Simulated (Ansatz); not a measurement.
# GaH + HBr: a complex and its separated parts

The complex below is one end of an elementary step. How strongly is it bound against its free parts?

Method: PBE0-D4/def2-TZVP structures, single points in def2-TZVPP, no counterpoise correction; program: Ansatz 0.2.0, Gaussian basis.

Levels: SPW92, PBE-D4, BLYP-D4, r2SCAN-D4, B97M-V, PBE0-D4, B3LYP-D4, r2SCAN0-D4, BHLYP-D4, CAM-B3LYP-D4, wB97X-V, wB97M-V, B2PLYP, PBE-QIDH, RPA on PBE, Hartree-Fock, MP2, CCSD, CCSD(T).

Correlated methods freeze the cores. Filled d shells of the heavier atoms are correlated. B3LYP uses VWN-RPA correlation. B2PLYP carries no dispersion term here.

56 further runs of the same task are left out: 56 set aside as unsound or not needed.

## 1. The system as given

The complex: 4 atoms, charge 0, spin multiplicity 1.

Atoms are counted from 1 here; the program's logs count them from 0.

Bond lengths: Ga1–H4 1.657 Å, Br2–H3 1.459 Å.

Coordinates:

```mol
BrGaH2
  3D, bonds by distance, orders not assigned

  4  2  0  0  0  0  0  0  0  0999 V2000
   -1.0883   -0.2914    0.3012 Ga  0  0
    2.5425    0.6815   -0.7028 Br  0  0
    1.1808    0.3170   -0.3257 H   0  0
   -2.6349   -0.7070    0.7272 H   0  0
  1  4  8  0
  2  3  8  0
M  END
```

Its parts: GaH holds atoms 1, 4; HBr holds atoms 2, 3. Each part counts its atoms afresh in its own runs.

## 2. Relaxing GaH alone

relax-a/in.yaml reads:

```yaml
crystal:
  periodic: [false, false, false]
  atoms:
    - {symbol: Ga, position_ang: [-1.088285, -0.291450, 0.301188]}
    - {symbol: H, position_ang: [-2.634909, -0.706955, 0.727237]}
basis:
  gaussian: {orbitals: def2-TZVP}
hamiltonian: {xc: pbe0, dispersion: d4}
relax: {f_tol: 0.005, max_steps: 200}
```

Run with:

```sh
ansatz run in.yaml --threads 2 --pin off --events-out ev --progress --plain --max-ram 4352MiB
```

After this run come: Relaxing HBr alone; SPW92/def2-TZVPP; PBE-D4/def2-TZVPP; BLYP-D4/def2-TZVPP; r2SCAN-D4/def2-TZVPP; B97M-V/def2-TZVPP; PBE0-D4/def2-TZVPP; B3LYP-D4/def2-TZVPP; r2SCAN0-D4/def2-TZVPP; BHLYP-D4/def2-TZVPP; CAM-B3LYP-D4/def2-TZVPP; wB97X-V/def2-TZVPP; wB97M-V/def2-TZVPP; B2PLYP/def2-TZVPP; PBE-QIDH/def2-TZVPP; RPA on PBE/def2-TZVPP; CCSD(T)/def2-TZVPP; CCSD(T)/def2-QZVPP; Vibrations of GaH; Vibrations of HBr.

What does the calculation give? Wanted: complex less parts, CCSD(T)/def2-TZVPP; with zero-point energy; largest T1 diagnostic.

As calculated:

| quantity | value |
| --- | --- |
| complex less parts, CCSD(T)/def2-TZVPP | -2.29 kcal/mol |
| with zero-point energy | -1.20 kcal/mol |
| largest T1 diagnostic | 0.015 |

**Reading.** At CCSD(T) the complex lies 2.29 kcal/mol below its parts. wB97M-V is the best functional here (-0.34 kcal/mol from CCSD(T)); SPW92 is the worst (-6.04 kcal/mol). By rung, the mean size of the error is: LDA 6.04, GGA 3.24, meta-GGA 1.55, hybrid 1.88, range-separated hybrid 0.67, double hybrid 0.83 kcal/mol. PBE-D4 gives a relative energy 3.79 kcal/mol too low, an error of 166 % of the reference. No counterpoise was applied, and triple zeta lacks some correlation, so the CCSD(T) reference has a basis error of its own, and close matches with it are partly luck.
